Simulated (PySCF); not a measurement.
# [IrN2]+: relaxation and vibrations of the triplet

Aim: relax [IrN2]+ as a triplet from a end-on start, check by its vibrations whether the end is a minimum, and collect its spectrum and constants.

Method: PBE0, basis Ir def2-TZVP with ECP60, N def2-TZVP, scalar-relativistic core potentials, no spin–orbit coupling, density fitting; program: PySCF 2.14.0.

## 1. Where the work starts

3 atoms, charge 1, spin multiplicity 3.

Bond lengths: Ir1–N2 1.988 Å, N2–N3 1.204 Å. Angles: Ir1–N2–N3 119.9°.

```xyz
3
charge 1 multiplicity 3
Ir    0.0000    0.0000    0.0000
N     0.0000    0.0000    1.9879
N     1.0440    0.0000    2.5879
```

## 2. First SCF at the start

The steps below are one call of a driver around PySCF. For each, scf.py gives the equivalent set-up of the SCF; relaxations use the driver's own optimiser. After this first run the driver tries any further starts and a stability analysis.

Input file scf.py:

```python
from pyscf import gto, scf, dft
mol = gto.M(atom='''
Ir     0.000000     0.000000     0.000000
N      0.000000     0.000000     1.987900
N      1.044000     0.000000     2.587900''',
    basis={'Ir': 'def2-TZVP', 'N': 'def2-TZVP'},
    ecp={'Ir': 'def2-TZVP'},
    charge=1, spin=2)
mf = dft.UKS(mol, xc='PBE0')
mf.grids.atom_grid = (50, 194)
aux = {'Ir': 'def2-universal-JKFIT', 'N': 'def2-universal-JKFIT'}
mf = mf.density_fit(auxbasis=aux)
mf.conv_tol = 1e-08
mf.diis_space = 10
mf.max_cycle = 60
mf.init_guess = 'minao'
mf.verbose = 4
mf.kernel()
```

Started as:

```bash
OMP_NUM_THREADS=2 python axn.py task.json out
```

Further steps of the session: Relaxation: end-on start, triplet; Vibrations and properties at this point.

What does the calculation give? Wanted: minimum; geometry; wavenumbers; dipole moment; highest occupied, lowest empty level; polar-tensor charge of Ir1; zero-point energy; ⟨S²⟩.

As calculated:

| quantity | value |
| --- | --- |
| minimum | triplet, C∞v |
| geometry | Ir–N 1.897 Å, N–N 1.097 Å; Ir–N–N 180.0° |
| wavenumbers (cm⁻¹) | 339 (π), 450 (σ+), 2403 (σ+) |
| dipole moment (centre of mass) | 0.45 D |
| highest occupied, lowest empty level (either spin) | -13.97, -10.28 eV |
| polar-tensor charge of Ir1 | +0.72 e |
| zero-point energy | 21.1 kJ/mol |
| entropy at 298.15 K | 269.9 J/(mol K) |
| ⟨S²⟩ | 2.004 |

In words: From Cs at the start the molecule goes to a C∞v minimum. The strongest infrared band lies at 2403 cm⁻¹ (σ+). Most of the spin sits on Ir1 (Mulliken spin 2.00, against 2 for the whole molecule). Other starts or spin states, not run here, may lie lower. One determinant may miss the lowest occupation of an open d or f shell. Spin–orbit coupling, left out here, can matter for elements this heavy.
